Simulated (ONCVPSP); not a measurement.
**Vanadium: generating and testing an ONCV potential**

Aim: build the potential from the settings below, then test how well it stands in for the atom: other configurations, scattering, ghost states and the plane-wave cutoff that it needs.

Method: ONCVPSP 4.0.1, PBE, scalar-relativistic.

### 1 The design

Typed settings, in words:

```
element                 : vanadium (V, Z = 23)
type                    : optimised norm-conserving Vanderbilt (ONCV)
frozen core             : [Ne]
valence charge          : 13
reference configuration : 3s2 3p6 3d3 4s2
partial waves           : 3s+4s: rc 1.50 bohr, ncon 3, nbas 6, qcut 7.5 1/bohr, 2 projectors; 3p: rc 1.35 bohr, ncon 4, nbas 8, qcut 11.9 1/bohr, 2 projectors, debl 3.8 Ha; 3d: rc 1.65 bohr, ncon 3, nbas 8, qcut 11.5 1/bohr, 2 projectors, debl 2.9 Ha
local potential         : polynomial inside 1.15 bohr (lpopt 5, dvloc0 -1 Ha)
core correction         : polynomial model core, fcfact 0.2
```

The outer shells as boxes (Hund's rule for the drawing; the calculation is spin-unpolarised):

```
[Ne] core
3s [↑↓]
3p [↑↓][↑↓][↑↓]
3d [↑ ][↑ ][↑ ][  ][  ]
4s [↑↓]
```

### 2 Generating the potential

The input, V.dat:

```
# ATOM AND REFERENCE CONFIGURATION
# atsym  z   nc   nv     iexc    psfile
  V 23.00    3    4        4      upf
#
#   n    l    f
    1    0    2.00
    2    0    2.00
    2    1    6.00
    3    0    2.00
    3    1    6.00
    3    2    3.00
    4    0    2.00
#
# PSEUDOPOTENTIAL AND OPTIMIZATION
# lmax
    2
#
#   l,   rc,      ep,       ncon, nbas, qcut
    0    1.50    0.00    3    6    7.50
    1    1.35    0.00    4    8   11.90
    2    1.65    0.00    3    8   11.50
#
# LOCAL POTENTIAL
# lloc, lpopt,  rc(5),   dvloc0
    4    5    1.15   -1.00
#
# VANDERBILT-KLEINMAN-BYLANDER PROJECTORs
# l, nproj, debl
    0    2    1.50
    1    2    3.80
    2    2    2.90
#
# MODEL CORE CHARGE
# icmod, fcfact, rcfact
    1    0.20    0.00
#
# LOG DERIVATIVE ANALYSIS
# epsh1, epsh2, depsh
   -4.00    5.00    0.02
#
# OUTPUT GRID
# rlmax, drl
    6.00    0.01
#
# TEST CONFIGURATIONS
# ncnf
    4
# nvcnf
#   n    l    f
    4
    3    0    2.00
    3    1    6.00
    3    2    3.00
    4    0    1.00
#
    4
    3    0    2.00
    3    1    6.00
    3    2    3.00
    4    0    0.00
#
    4
    3    0    2.00
    3    1    6.00
    3    2    2.00
    4    0    0.00
#
    4
    3    0    2.00
    3    1    6.00
    3    2    2.00
    4    0    2.00
#
```

Started as:

```
$ oncvpsp.x < V.dat > V.out
```

**Question.** What will these runs give? Wanted: cutoffs for 1 and 0.1 mHa per electron, occupied waves; bound ghosts; GHOST(+) flags; largest test error; largest phase difference near zero energy, channels read; rms error of d²Exc/dn², without and with the model core.

As calculated:

| quantity | value |
| --- | --- |
| cutoffs for 1 and 0.1 mHa per electron, occupied waves | 41 Ha and 48 Ha |
| bound ghosts | none found |
| GHOST(+) flags | none at low energy |
| largest test error (AE − PS) | +29 meV, for 3s2 3p6 3d2 4s2 |
| largest phase difference near zero energy, channels read | 0.000 rad |
| rms error of d²Exc/dn², without and with the model core | 1.90 and 1.41 mHa |

In words: The worst unpolarised test, 3s2 3p6 3d2 4s2, is off by 29 meV on 11.0 eV; by total energies transferability rates as fair. The potential is hard: the looser tolerance needs 41 Ha. At the looser tolerance the 3d wave is the slowest; 3p needs 22 Ha. No bound ghost shows below the valence levels. Near zero energy the phases of the channels with partial waves agree within 0.001 rad. These are tests on the free atom; a crystal test is still owed.
